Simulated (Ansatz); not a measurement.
# F2H4OSi2: the cost of one run

All numbers below are computed with Ansatz 0.2.0 (RKS r2SCAN-D4/def2-SVP).

## Step 1: Starting point

Bond lengths: Si1–H2 1.660 Å, Si1–F3 1.790 Å, Si1–O4 1.679 Å, O4–Si5 1.680 Å, Si5–H6 1.460 Å, Si5–H7 1.460 Å, Si5–H8 1.460 Å, Si1–F9 1.589 Å. Angles: H2–Si1–F3 43.3°, H2–Si1–O4 122.2°, H2–Si1–F9 122.2°, F3–Si1–O4 122.7°, F3–Si1–F9 122.7°, O4–Si1–F9 109.5°, Si1–O4–Si5 125.0°, O4–Si5–H6 109.5°, O4–Si5–H7 109.5°, O4–Si5–H8 109.5°, H6–Si5–H7 109.4°, H6–Si5–H8 109.4°, H7–Si5–H8 109.4°.

Coordinates:

```xyz
9

Si    0.0000    0.0000    0.0000
H     0.8854    0.0000    1.4041
F     1.7331    0.0000    0.4480
O    -0.7913    1.3709   -0.5594
Si   -2.4002    1.4263   -1.0396
H    -3.2124    0.6421   -0.1138
H    -2.8620    2.8114   -1.0378
H    -2.5267    0.8736   -2.3850
F    -0.7489   -1.2974   -0.5295
```

## Step 2: Pulling towards end A

Springs on the bonds that form and break draw the guess towards this end; the thresholds are loose.

input.yaml reads:

```yaml
crystal:
  periodic: [false, false, false]
  atoms:
    - { symbol: Si, position_ang: [0.0, 0.0, 0.0] }
    - { symbol: H, position_ang: [0.8854, 0.0, 1.4041] }
    - { symbol: F, position_ang: [1.7331, 0.0, 0.448] }
    - { symbol: O, position_ang: [-0.7913, 1.3709, -0.5594] }
    - { symbol: Si, position_ang: [-2.4002, 1.4263, -1.0396] }
    - { symbol: H, position_ang: [-3.2124, 0.6421, -0.1138] }
    - { symbol: H, position_ang: [-2.862, 2.8114, -1.0378] }
    - { symbol: H, position_ang: [-2.5267, 0.8736, -2.385] }
    - { symbol: F, position_ang: [-0.7489, -1.2974, -0.5295] }
basis:
  gaussian: { orbitals: def2-SVP }
hamiltonian:
  xc: r2scan
  dispersion: d4
relax:
  f_tol: 0.15
  max_steps: 25
  restrain:
    - { distance: [1, 2], at: 2.12, k: 30.0 }
    - { distance: [0, 1], at: 1.46, k: 30.0 }
    - { distance: [0, 2], at: 1.59, k: 30.0 }
output:
  orbitals: {}
```

Launch:

```console
$ ansatz run input.yaml --threads 4 --pin off --max-ram 5120MiB --backend cpu --events-out ev --progress --plain --runs-dir out
```

What time and memory should one allow on 4 threads of Arm Neoverse V1, shared host?

About 16 s, with a peak of 0.17 GiB.
